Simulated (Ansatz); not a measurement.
# One shape, several levels: GeH2Cl− (SMILES [Cl][GeH2-])

Wanted: a comparison of 6 runs (HF/STO-3G, B2PLYP/STO-3G, B3LYP/STO-3G, wB97X/STO-3G, BCCD(T)/STO-3G, CCSDT(Q)/STO-3G) of GeH2Cl−. 

The results are computed with Ansatz 0.2.0.

6 further runs of the same task are left out: 5 that didn't finish, 1 set aside as unsound or not needed.

## Step 1: The system as given

GeH2Cl−: 4 atoms, total charge -1, spin state singlet. SMILES: `[Cl][GeH2-]`. The Ge2–Cl1 distance was set to 5.802 Å, away from the relaxed value. At this shape a bond of the SMILES string is far longer than usual.

Bond lengths: Ge2–H3 1.756 Å, Ge2–H4 1.757 Å. Angles: H3–Ge2–H4 86.7°.

## Step 2: The energy at HF/STO-3G (run 1)

Contents of molecule.yaml:

```yaml
basis:
  gaussian: {orbitals: STO-3G}
crystal:
  periodic: [false, false, false]
  atoms:
    - {symbol: Cl, position_ang: [-3.969459, 2.184239, 2.781824]}
    - {symbol: Ge, position_ang: [0.036260, -0.806600, -0.163840]}
    - {symbol: H, position_ang: [0.151880, 0.384060, -1.448900]}
    - {symbol: H, position_ang: [1.377880, 0.032810, 0.598330]}
total_charge: -1
hamiltonian: {xc: hf}
accuracy: high
```

The run is started by

```bash
$ ansatz run molecule.yaml --threads 1 --pin off --max-ram 2610MiB --events-out events.jsonl --progress --plain --runs-dir runs
```

The program printed:

```text
Warning: RAYON_NUM_THREADS=1 ignored (pool sized by the plan → 1); use --threads N
Functional definition: HF
  name "HF"
  exchange = exact_x
  correlation = 0
361 factors; integrals over basis functions are off by at most 1.6e-8 eV
mean field evaluation 1: about -68225.7757 eV, gradient 8.0e0 eV
mean field evaluation 2: about -68225.7871 eV, gradient 7.9e0 eV
mean field evaluation 4: about -68226.1994 eV, gradient 4.3e-1 eV
mean field evaluation 8: about -68226.2004 eV, gradient 9.2e-7 eV
mean field -68226.20044246 eV, -2507.2666208809 hartree, gradient 4.9e-8 eV, S^2 0.000000; 0 other end points of the search recorded, 0 dependent functions left out
reference -68226.20044246 eV, -2507.2666208809 hartree; 26, 26 occupied and 3, 3 virtual orbitals, 361 factors
Total energy: -68226.20044246 eV, -2507.2666208809 hartree
```

Wall time 0.18 s (1 thread of Arm Neoverse V1, shared host).

## Step 3: A single-point energy at B2PLYP/STO-3G (run 2)

Contents of in.yaml:

```yaml
crystal:
  periodic: [false, false, false]
  atoms:
    - {symbol: Cl, position_ang: [-3.969459, 2.184239, 2.781824]}
    - {symbol: Ge, position_ang: [0.036260, -0.806600, -0.163840]}
    - {symbol: H, position_ang: [0.151880, 0.384060, -1.448900]}
    - {symbol: H, position_ang: [1.377880, 0.032810, 0.598330]}
basis:
  gaussian: {orbitals: STO-3G}
total_charge: -1
hamiltonian: {xc: {name: B2PLYP}}
correlation: {frozen_orbitals: {Cl: 5, Ge: 9, H: 0}}
accuracy: high
```

The run is started by

```bash
$ ansatz run in.yaml --threads 1 --pin off --max-ram 2610MiB --events-out events.jsonl --progress --plain --runs-dir runs
```

The program printed, shortened:

```text
Warning: RAYON_NUM_THREADS=1 ignored (pool sized by the plan → 1); use --threads N
Functional definition: B2PLYP
  name "B2PLYP"
[...]
361 factors; integrals over basis functions are off by at most 1.6e-8 eV
[...]
mean field -68265.01788926 eV, -2508.6931357394 hartree, gradient 8.5e-9 eV, S^2 0.000000; 4 other end points of the search recorded, 0 dependent functions left out; unrestricted orbitals would lower it
14 core orbitals not correlated: weight in the atoms' cores, before any rotation towards them, 1.000 or more for the frozen orbitals, at most 0.000 for the correlated occupied ones
reference -68265.01791231 eV, -2508.6931365864 hartree; 12, 12 occupied and 3, 3 virtual orbitals, 361 factors
second order -1.71325501 eV of doubles, -0.00000000 eV of singles
Total energy: -68265.48049116 eV, -2508.7101360457 hartree
```

It took 3.6 s on 1 thread of Arm Neoverse V1, shared host; peak memory 0.099 GiB.

Run 3 isn't shown in full; the table further down has it.

## Step 4: The energy at wB97X/STO-3G (run 4)

Changes to molecule.yaml since step 2:

```diff
@@ -1,3 +1,4 @@
 basis:
-  gaussian: {orbitals: STO-3G}
+  gaussian:
+    orbitals: STO-3G
 crystal:
@@ -10,3 +11,4 @@
 total_charge: -1
-hamiltonian: {xc: hf}
+hamiltonian:
+  xc: {name: wB97X}
 accuracy: high
```

The run is started by

```bash
$ ansatz run molecule.yaml --threads 1 --pin off --max-ram 2610MiB --events-out events.jsonl --progress --plain --runs-dir runs
```

The program printed, shortened:

```text
Warning: RAYON_NUM_THREADS=1 ignored (pool sized by the plan → 1); use --threads N
Functional definition: wB97X
  name "wB97X"
[...]
      + exact_x_lr(omega)
[...]
      + integral(e_c_pw_opposite_spin*poly(b97_u_opposite, 1, cos1, cos2, cos3, cos4))
361 factors; integrals over basis functions are off by at most 1.6e-8 eV
133 factors; integrals over basis functions are off by at most 1.1e-9 eV
[...]
mean field -68280.55978774 eV, -2509.2642899737 hartree, gradient 3.9e-8 eV, S^2 0.000000; 6 other end points of the search recorded, 0 dependent functions left out
reference -68280.55978571 eV, -2509.2642898991 hartree; 26, 26 occupied and 3, 3 virtual orbitals, 361 factors
Total energy: -68280.55978571 eV, -2509.2642898991 hartree
```

Wall time 13 s (1 thread of Arm Neoverse V1, shared host); peak memory 0.24 GiB.

Run 5 isn't shown in full; the table further down has it.

## Step 5: A single-point energy at CCSDT(Q)/STO-3G (run 6)

Contents of input.yaml:

```yaml
crystal:
  periodic: [false, false, false]
  atoms:
    - symbol: Cl
      position_ang: [-3.969459, 2.184239, 2.781824]
    - symbol: Ge
      position_ang: [0.036260, -0.806600, -0.163840]
    - symbol: H
      position_ang: [0.151880, 0.384060, -1.448900]
    - symbol: H
      position_ang: [1.377880, 0.032810, 0.598330]
basis:
  gaussian:
    orbitals: STO-3G
total_charge: -1
correlation:
  method: ccsdt_q
  frozen_orbitals: {Cl: 5, Ge: 9, H: 0}
accuracy: high
scf:
  omitted_lower_state_checks: [cluster_reference, increment]
```

The run is started by

```bash
$ ansatz run input.yaml --threads 1 --pin off --max-ram 2610MiB --events-out events.jsonl --progress --plain --runs-dir runs
```

The program printed:

```text
Warning: RAYON_NUM_THREADS=1 ignored (pool sized by the plan → 1); use --threads N
[... 11 lines left out ...]
14 core orbitals not correlated: weight in the atoms' cores, before any rotation towards them, 1.000 or more for the frozen orbitals, at most 0.000 for the correlated occupied ones
[... 46 lines left out ...]
Total energy: -68227.94359056 eV, -2507.3306803919 hartree
Checks for a lower state left out: cluster_reference, increment
```

It took 0.72 s on 1 thread of Arm Neoverse V1, shared host.

## Step 6: Overview of the runs

```tsv
run	level	frozen core orbitals	energy (Eh)	wall time
1	HF/STO-3G	–	-2507.266621	0.18 s
2	B2PLYP/STO-3G	14	-2508.710136	3.6 s
3	B3LYP/STO-3G	–	-2509.207509	3.9 s
4	wB97X/STO-3G	–	-2509.264290	13 s
5	BCCD(T)/STO-3G	14	-2507.330584	0.36 s
6	CCSDT(Q)/STO-3G	14	-2507.330680	0.72 s
```

## Step 7: Results

| quantity | value |
| --- | --- |
| run 6: total energy | -2507.33068 Eh |
| run 6: correlation energy (14 core orbitals frozen) | -64.1 mEh |
| run 6: T1 diagnostic | 0.006 |

Below the HF energy at the same shape and in the same basis (STO-3G): BCCD(T) -64.0 mEh; CCSDT(Q) -64.1 mEh. Totals of different functionals can't be ranked against each other. In runs 2, 5, 6 the log says that unrestricted orbitals would lower the reference, so the values rest on an unstable closed-shell determinant (other closed-shell runs at this shape may share the fault). In runs 1, 2, 3, 4, 5, 6 the basis is minimal, so the values are rough. All runs together took 22 s, the longest 13 s.
